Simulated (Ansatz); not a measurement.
# FH6NOSi (built from SMILES F.N[SiH2]O): a reaction path by the nudged elastic band

What path joins these two structures, and how high does it climb? Both ends were relaxed at PBE0-D4 in triple zeta.

The runs use Ansatz 0.2.0, Gaussian basis; PBE0-D4/def2-SVP.

23 further runs of the same task are left out: 1 that didn't finish, 22 set aside as unsound or not needed.

## 1. The starting structure

The first end: 10 atoms, charge 0, spin multiplicity 1.

Atoms are counted from 1 here; the program's logs count them from 0.

Bond lengths: Si1–O2 1.677 Å, Si1–H3 1.483 Å, Si1–H4 1.475 Å, Si1–N5 1.697 Å, O2–H8 0.960 Å, N5–H9 1.006 Å, N5–H10 1.007 Å, H6–F7 0.944 Å. Angles: O2–Si1–H3 107.8°, O2–Si1–H4 101.9°, O2–Si1–N5 115.9°, H3–Si1–H4 114.5°, H3–Si1–N5 106.8°, H4–Si1–N5 110.2°, Si1–O2–H8 117.1°, Si1–N5–H9 122.4°, Si1–N5–H10 121.9°, H9–N5–H10 112.2°.

Coordinates:

```
Si   -0.5191    0.3427   -0.6488
O     0.1881   -1.1777   -0.6561
H    -0.4037    0.9037   -2.0167
H    -1.8993    0.0346   -0.2297
N     0.1746    1.4767    0.4055
H     0.1928   -1.8042    0.8870
F     0.1733   -1.9837    1.8134
H     1.0459   -1.2582   -1.0790
H     0.9076    2.1023    0.1184
H     0.1397    1.3638    1.4058
```

The second end:

```xyz
10

Si   -1.0039    0.1644   -0.6183
O     1.3620   -0.9708    1.2361
H    -1.8788    0.6498   -1.7095
H    -1.7534   -0.2543    0.5850
N     0.1084    1.3806   -0.2457
H     1.0967   -1.5584    1.9468
F    -0.3261   -1.2018   -1.1634
H     1.1741   -1.4520    0.4234
H     0.4388    2.0266   -0.9421
H     0.7821    1.2159    0.4876
```

## 2. The band at PBE0-D4/def2-SVP

neb/in.yaml

```yaml
crystal:
  periodic: [false, false, false]
  atoms:
    - {symbol: Si, position_ang: [-0.519052, 0.342740, -0.648771]}
    - {symbol: O, position_ang: [0.188149, -1.177659, -0.656100]}
    - {symbol: H, position_ang: [-0.403700, 0.903697, -2.016712]}
    - {symbol: H, position_ang: [-1.899324, 0.034571, -0.229662]}
    - {symbol: N, position_ang: [0.174559, 1.476663, 0.405535]}
    - {symbol: H, position_ang: [0.192795, -1.804178, 0.886981]}
    - {symbol: F, position_ang: [0.173339, -1.983697, 1.813433]}
    - {symbol: H, position_ang: [1.045872, -1.258193, -1.079028]}
    - {symbol: H, position_ang: [0.907631, 2.102281, 0.118422]}
    - {symbol: H, position_ang: [0.139731, 1.363776, 1.405804]}
basis:
  gaussian: {orbitals: def2-SVP}
hamiltonian: {xc: pbe0, dispersion: d4}
neb:
  images: 5
  climbing: true
  max_iterations: 40
  initial_path: idpp
  final_atoms:
    - {symbol: Si, position_ang: [-1.003893, 0.164430, -0.618286]}
    - {symbol: O, position_ang: [1.362044, -0.970833, 1.236095]}
    - {symbol: H, position_ang: [-1.878835, 0.649768, -1.709502]}
    - {symbol: H, position_ang: [-1.753392, -0.254323, 0.584966]}
    - {symbol: N, position_ang: [0.108435, 1.380597, -0.245713]}
    - {symbol: H, position_ang: [1.096657, -1.558411, 1.946825]}
    - {symbol: F, position_ang: [-0.326094, -1.201794, -1.163417]}
    - {symbol: H, position_ang: [1.174129, -1.451994, 0.423435]}
    - {symbol: H, position_ang: [0.438841, 2.026634, -0.942138]}
    - {symbol: H, position_ang: [0.782110, 1.215925, 0.487631]}
```

Started as:

```bash
> ansatz run in.yaml --threads 4 --pin off --events-out ev --progress --plain --max-ram 9574MiB
```

Before running it: what results should come out? Wanted: from earlier runs: barrier over the separately found saddle, CCSD(T)/def2-TZVPP.

**Answer**, as computed:

| quantity | value |
| --- | --- |
| PBE0-D4/def2-SVP, 25 iterations | highest 87.9 kJ/mol (image 2), last end -36.0 kJ/mol |
| from earlier runs: barrier over the separately found saddle, CCSD(T)/def2-TZVPP | 108.9 kJ/mol |

What this shows: The highest image lies 87.9 kJ/mol above the first end, and it climbed, so it estimates the saddle. The ends are not quite minima at this level (largest force component 0.78 eV/Å), so the heights are unreliable: relaxing the first end would lower it and raise the barrier above it. The highest image is 21.0 kJ/mol below the CCSD(T) barrier in triple zeta, which comes from separate runs on the saddle.
